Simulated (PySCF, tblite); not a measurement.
**C7H8FNO: geometry, infrared bands and NMR shifts**

Wanted: the infrared bands and NMR shifts of C7H8FNO (`CC[C@@H]1C(=O)[C@@H](C#N)[C@@H]1F`), by calculation.

Computed with tblite 0.8.0 and PySCF 2.14.0, with density-fitted response routines of our own, on a single molecule in the gas phase. Atoms are numbered from 0 throughout.

### 1 Starting geometry

18 atoms, charge 0, multiplicity 1; geometry from: force field or distance geometry start.

Bonds of the start (Å): C0–C1 1.51, C1–C2 1.48, C2–C3 1.50, C3–O4 1.21, C3–C5 1.50, C5–C6 1.47, C6–N7 1.15, C5–C8 1.52, C8–F9 1.38, C8–C2 1.51, C0–H10 1.11, C0–H11 1.12, C0–H12 1.10, C1–H13 1.12, C1–H14 1.14, C2–H15 1.10, C5–H16 1.10, C8–H17 1.12.

### 2 Optimising the geometry with GFN2-xTB

What the job is given:

```
{"job": {"kind": "relax", "xc": "GFN2-xTB", "basis": "xTB"}, "charge": 0, "multiplicity": 1}
C      2.408600     0.285200    -0.383400
C      1.234000    -0.611200    -0.070700
C      0.033300    -0.398100    -0.908300
C     -0.597300     0.958000    -0.876300
O     -0.413900     1.988800    -1.485200
C     -1.490300     0.462600     0.219300
C     -2.871200     0.907600    -0.003300
N     -3.951000     1.272600    -0.171100
C     -1.195000    -0.952900    -0.234200
F     -0.902900    -1.811000     0.803100
H      2.595200     1.024200     0.420600
H      3.293500    -0.398700    -0.417800
H      2.316700     0.775000    -1.364600
H      1.548200    -1.682900    -0.166400
H      0.930300    -0.417900     1.009500
H      0.146500    -0.782400    -1.932900
H     -1.119500     0.721900     1.220900
H     -1.973700    -1.334400    -0.935700
```

Launch:

```
> OMP_NUM_THREADS=1 python probes_run.py task.json out
```

The driver reads the jobs from task.json and runs them one after another.

**Question.** This job is followed by: GFN2-xTB harmonic vibrations, gas phase; GIAO PBE0/pcSseg-1 NMR shielding, non-relativistic, gas phase. Predict these results of the whole session: strongest single infrared mode (GFN2-xTB); zero-point energy (GFN2-xTB); 13C shifts against TMS (PBE0/pcSseg-1); 1H shifts against TMS (PBE0/pcSseg-1, means over atoms taken as alike); 17O shifts against H2O (PBE0/pcSseg-1); 15N shifts against NH3 (PBE0/pcSseg-1); 19F shifts against CFCl3 (PBE0/pcSseg-1); surface potential, 1st and 99th percentile.

The runs gave:

| quantity | value |
| --- | --- |
| strongest single infrared mode (GFN2-xTB) | 1872 cm⁻¹, 424 km/mol |
| zero-point energy (GFN2-xTB) | 85.5 kcal/mol |
| 13C shifts against TMS (PBE0/pcSseg-1) | 203.6, 117.7, 88.2, 69.6, 53.5, 23.3, 13.9 ppm |
| 1H shifts against TMS (PBE0/pcSseg-1, means over atoms taken as alike) | 5.54, 4.07, 3.33, 1.81, 1.76, 1.26 ppm |
| 17O shifts against H2O (PBE0/pcSseg-1) | 669.7 ppm |
| 15N shifts against NH3 (PBE0/pcSseg-1) | 313.0 ppm |
| 19F shifts against CFCl3 (PBE0/pcSseg-1) | -222.7 ppm |
| surface potential, 1st and 99th percentile | -1.63 V and 1.70 V |

What this shows: Over 102 steps the energy fell by 0.699 eV; of the close pairs, C1–C2 changed most, 1.479 to 1.531 Å. All 48 modes are real, so the xTB geometry is a minimum. The strongest single mode, at 1872 cm⁻¹, moves mainly C3 and O4. Unscaled tight-binding wavenumbers are off by several per cent, some by more. Its intensities can rank the bands wrongly. The most deshielded carbon is C3 (ketone carbonyl carbon), at 203.6 ppm: the double bond to the heteroatom, with no lone-pair donor beside it, deshields it most. H17 (hydrogen on an sp3 CH bonded to F) lies farthest downfield among hydrogen, at 5.54 ppm; its carbon carries F, which withdraws density. At PBE0/pcSseg-1: The widest tensor belongs to O4: span 1206 ppm, with a paramagnetic part of -732 ppm. At PBE0/pcSseg-1, counted by nearest atom on the grid, the HOMO lies on O4 47 %; C2, C5 about 12 % each, the LUMO on C3 40 %; O4 27 %.
